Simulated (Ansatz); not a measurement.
# Mg3SnN2: the cost of one run

Computed with Ansatz 0.2.0 (DFT PBE, scalar-relativistic, plane waves, PAW, unless a step's input says otherwise).

## Step 1: The starting structure

It takes space group I4/mmm (No. 139, tetragonal). The conventional cell has a = 5.572 Å, b = 5.572 Å, c = 6.955 Å, α = 90.00°, β = 90.00°, γ = 90.00°. Mg (site symmetry mmm) is surrounded by 2 Mg at 2.79 Å and 2 Sn at 2.79 Å. Mg (site symmetry 4/mmm) is surrounded by 2 N at 1.66 Å. Around Sn (site symmetry 4/mmm) lie 2 N at 1.81 Å. N (site symmetry 4mm) is surrounded by 1 Mg at 1.66 Å and 1 Sn at 1.81 Å.

As a file:

```cif
data_structure
_symmetry_space_group_name_H-M 'P 1'
_symmetry_Int_Tables_number 1
_cell_length_a 5.2551
_cell_length_b 5.2551
_cell_length_c 5.2551
_cell_angle_alpha 115.970
_cell_angle_beta 115.970
_cell_angle_gamma 97.134
_cell_volume 107.96
loop_
_atom_site_label
_atom_site_type_symbol
_atom_site_fract_x
_atom_site_fract_y
_atom_site_fract_z
_atom_site_occupancy
Mg1 Mg 0.50000 0.00000 0.50000 1
Mg2 Mg 0.00000 0.50000 0.50000 1
Mg3 Mg 0.50000 0.50000 0.00000 1
Sn1 Sn 0.00000 0.00000 0.00000 1
N1 N 0.73934 0.73934 0.00000 1
N2 N 0.26066 0.26066 0.00000 1
```

Recipe of the guess: random cell by space group and Wyckoff sites (I4/mmm, No. 139). Lengths come from tabulated atomic sizes and are only a guess.

## Step 2: A first look at the guess

Contents of input.yaml:

```yaml
crystal:
  lattice:
    - [-2.78594532, 2.78594532, 3.47754877]
    - [2.78594532, -2.78594532, 3.47754877]
    - [2.78594532, 2.78594532, -3.47754877]
  atoms:
    - { symbol: Mg, position: [0.5, 0.0, 0.5] }
    - { symbol: Mg, position: [0.0, 0.5, 0.5] }
    - { symbol: Mg, position: [0.5, 0.5, 0.0] }
    - { symbol: Sn, position: [0.0, 0.0, 0.0] }
    - { symbol: "N", position: [0.73933805, 0.73933805, 0.0] }
    - { symbol: "N", position: [0.26066195, 0.26066195, 0.0] }
basis:
  ecutwfc: 420
kpoints:
  mp_grid: { grid: [4, 4, 4] }
hamiltonian:
  xc: pbe
scf:
  occupations: { method: gaussian, width: 0.1 }
  lower_state_search: "off"
output:
  forces: true
  stress: true
  eigenvalues: true
```

Launch:

```bash
ansatz run input.yaml --threads 1 --pin off --max-ram 2560MiB --backend cpu --events-out ev --progress --plain --runs-dir out
```

Q: Estimate wall time and peak memory on 1 thread of Intel Xeon Platinum 8259CL at 2.50GHz (Skylake/Cascade Lake), shared host.

About 3.4 s, with a peak of 0.42 GiB.
